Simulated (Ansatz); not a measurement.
# CH5BO2S2: up Jacob's ladder to CCSD(T)

How much do the methods differ for CH5BO2S2? The plan is to run it at one geometry with functionals of several rungs and with coupled cluster. The yardstick is the atomisation energy at the CCSD(T) limit.

The runs use Ansatz 0.2.0, Gaussian basis; functionals in def2-TZVPP, the program's frozen cores in correlated methods.

The runs, in order: LDA (SPW92), PBE-D4, revPBE-D4, BLYP-D4, r2SCAN-D4, B97M-V, PBE0-D4, B3LYP-D4, r2SCANh-D4, r2SCAN0-D4, HSE06-D4, BHLYP-D4, CAM-B3LYP-D4, LC-ωPBE, ωB97X-V, ωB97M-V, B2PLYP, PBE-QIDH; CCSD(T)/def2-SVP; CCSD(T)/def2-TZVPP; MP2/def2-QZVPP; extrapolation to the limit; RPA on PBE.

## (1) Structure used throughout

The geometry comes from an earlier relaxation with PBE0-D4 in a triple-zeta def2 set; it is a stationary point, not always the lowest conformer.

11 atoms, charge 0, spin multiplicity 1.

Atoms are counted from 1 here; the program's logs count them from 0.

Bond lengths: C1–S2 1.803 Å, C1–H7 1.092 Å, C1–H8 1.089 Å, C1–H9 1.089 Å, S2–S3 2.052 Å, S3–B4 1.847 Å, B4–O5 1.352 Å, B4–O6 1.356 Å, O5–H10 0.971 Å, O6–H11 0.962 Å. Angles: S2–C1–H7 106.1°, S2–C1–H8 110.4°, S2–C1–H9 111.1°, H7–C1–H8 109.3°, H7–C1–H9 109.5°, H8–C1–H9 110.3°, C1–S2–S3 102.3°, S2–S3–B4 100.5°, S3–B4–O5 122.5°, S3–B4–O6 115.4°, O5–B4–O6 122.1°, B4–O5–H10 110.4°, B4–O6–H11 112.2°.

## (2) LDA

This LDA is Slater exchange with PW92 correlation.

in.yaml

```yaml
crystal:
  periodic: [false, false, false]
  atoms:
    - {symbol: C, position_ang: [0.219358, -1.066066, 1.835112]}
    - {symbol: S, position_ang: [1.487568, -0.498729, 0.685707]}
    - {symbol: S, position_ang: [0.658822, -0.952563, -1.136027]}
    - {symbol: B, position_ang: [-0.223988, 0.627574, -1.505742]}
    - {symbol: O, position_ang: [-0.162032, 1.702892, -0.687799]}
    - {symbol: O, position_ang: [-0.937382, 0.638567, -2.658575]}
    - {symbol: H, position_ang: [0.609669, -0.873985, 2.837204]}
    - {symbol: H, position_ang: [0.047695, -2.134665, 1.713683]}
    - {symbol: H, position_ang: [-0.710352, -0.515625, 1.694945]}
    - {symbol: H, position_ang: [0.429586, 1.525284, 0.061290]}
    - {symbol: H, position_ang: [-1.353546, 1.490415, -2.819298]}
basis:
  gaussian: {orbitals: def2-TZVPP}
hamiltonian: {xc: lda}
output: {orbitals: {seedname: orbitals}}
```

The run is started by

```bash
> ansatz run in.yaml --threads 4 --pin off --events-out ev --progress --plain --max-ram 10444MiB
```

After this run come: PBE-D4 (GGA); revPBE-D4 (GGA); BLYP-D4 (GGA); r2SCAN-D4 (meta-GGA); B97M-V (meta-GGA); B3LYP-D4 (hybrid); r2SCANh-D4 (hybrid); r2SCAN0-D4 (hybrid); HSE06-D4 (hybrid); BHLYP-D4 (hybrid); CAM-B3LYP-D4 (range-separated); LC-ωPBE (range-separated); ωB97X-V (range-separated); ωB97M-V (range-separated); B2PLYP (double hybrid); PBE-QIDH (double hybrid); CCSD(T) in def2-SVP; CCSD(T) in def2-TZVPP; MP2 in def2-QZVPP; RPA on PBE orbitals.

Q: Predict the results of all the runs planned. Wanted: atomisation energy, CCSD(T)/CBS; farthest beyond LDA; mean size of error, GGA; mean size of error, meta-GGA; mean size of error, hybrid; mean size of error, range-separated; mean size of error, double hybrid; gap, smallest and largest; T1 diagnostic.

The runs gave:

```
                               quantity                                                                     value
        atomisation energy, CCSD(T)/CBS                                                             4291.7 kJ/mol
 functionals within 21.5 kJ/mol (0.5 %)  revPBE-D4, BLYP-D4, PBE0-D4, B3LYP-D4, r2SCANh-D4, CAM-B3LYP-D4, ωB97X-V
                    farthest beyond LDA                                                  BHLYP-D4 (-167.3 kJ/mol)
                mean size of error, GGA                                                               44.8 kJ/mol
           mean size of error, meta-GGA                                                               33.5 kJ/mol
             mean size of error, hybrid                                                               46.1 kJ/mol
    mean size of error, range-separated                                                               18.8 kJ/mol
      mean size of error, double hybrid                                                               39.4 kJ/mol
              gap, smallest and largest                                 4.12 eV (LDA (SPW92)), 11.47 eV (LC-ωPBE)
                          T1 diagnostic                                                                    0.0126
triples share of the correlation energy                                                                     4.2 %
```

The LDA atomisation energy is off by 720.0 kJ/mol (17 %): it overbinds. PBE-D4 misses by +127.1 kJ/mol. Double hybrids carry the basis error of their MP2 part in triple zeta, and no dispersion term here, so their miss is partly the set-up's. Taken by rung, range-separated functionals do best (18.8 kJ/mol on average) and hybrid ones worst beyond LDA (46.1 kJ/mol). The mean of the hybrids holds BHLYP, with half exact exchange. Misses under about 21.5 kJ/mol are within the doubt on the reference itself, which lacks core-valence correlation, relativity and higher excitations. Hartree-Fock recovers 71 % of the binding; the rest is correlation. CCSD(T) in def2-SVP is off by -279.1 kJ/mol, which most functionals beat. The gap grows from 4.1 to 11.5 eV across the functionals, mostly with the share of exact exchange.
